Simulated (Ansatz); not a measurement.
C3H7GeNO, SMILES N=C/C=C/[O][GeH3], a single point from an input written key by key

Program: Ansatz 0.2.0, Python API.

Contents of `input.yaml`:
```yaml
crystal:
  periodic: [false, false, false]
  atoms:
    - { symbol: "N", position_ang: [2.6312, 1.0715, 0.9117] }
    - { symbol: C, position_ang: [2.5556, -0.0783, 0.3167] }
    - { symbol: C, position_ang: [1.3046, -0.6349, -0.2434] }
    - { symbol: C, position_ang: [0.0883, -0.1229, -0.0444] }
    - { symbol: O, position_ang: [-1.0165, -0.7409, -0.6235] }
    - { symbol: Ge, position_ang: [-2.6877, -0.0838, -0.3768] }
    - { symbol: H, position_ang: [1.8221, 1.7128, 1.0541] }
    - { symbol: H, position_ang: [3.4619, -0.6571, 0.1988] }
    - { symbol: H, position_ang: [1.3908, -1.5363, -0.8376] }
    - { symbol: H, position_ang: [-0.0627, 0.7585, 0.5625] }
    - { symbol: H, position_ang: [-3.7083, -0.9707, -1.1346] }
    - { symbol: H, position_ang: [-2.7563, 1.3663, -0.92] }
    - { symbol: H, position_ang: [-3.0231, -0.0842, 1.1365] }
basis:
  gaussian: { orbitals: def2-SVP }
hamiltonian:
  xc: r2scan
```

Typed at the interpreter:
```pycon
>>> import ansatz as az
>>> session = az.Session.from_deck('input.yaml')
>>> r = session.plan(threads=1).execute().report
>>> for key in ('converged', 'free_energy_ev', 'reference_energy_ev', 'n_frozen', 'n_occupied', 'n_virtual'):
...     print(f'{key:22s} {r[key]}')
...
converged              True
free_energy_ev         -63262.721207983624
reference_energy_ev    -63262.721207983624
n_frozen               0
n_occupied             [36, 36]
n_virtual              [101, 101]
>>> symbols = ['N', 'C', 'C', 'C', 'O', 'Ge', 'H', 'H', 'H', 'H', 'H', 'H', 'H']
```

Caveats:
- Total energies depend on the basis set; only differences at equal settings carry meaning.
- The geometry is a force-field or estimated start, not a minimum of this method, and the basis set is short of its limit.
- Timing: 10 s on 1 thread of Arm Neoverse V1 (shared host), peak memory 0.25 GiB.
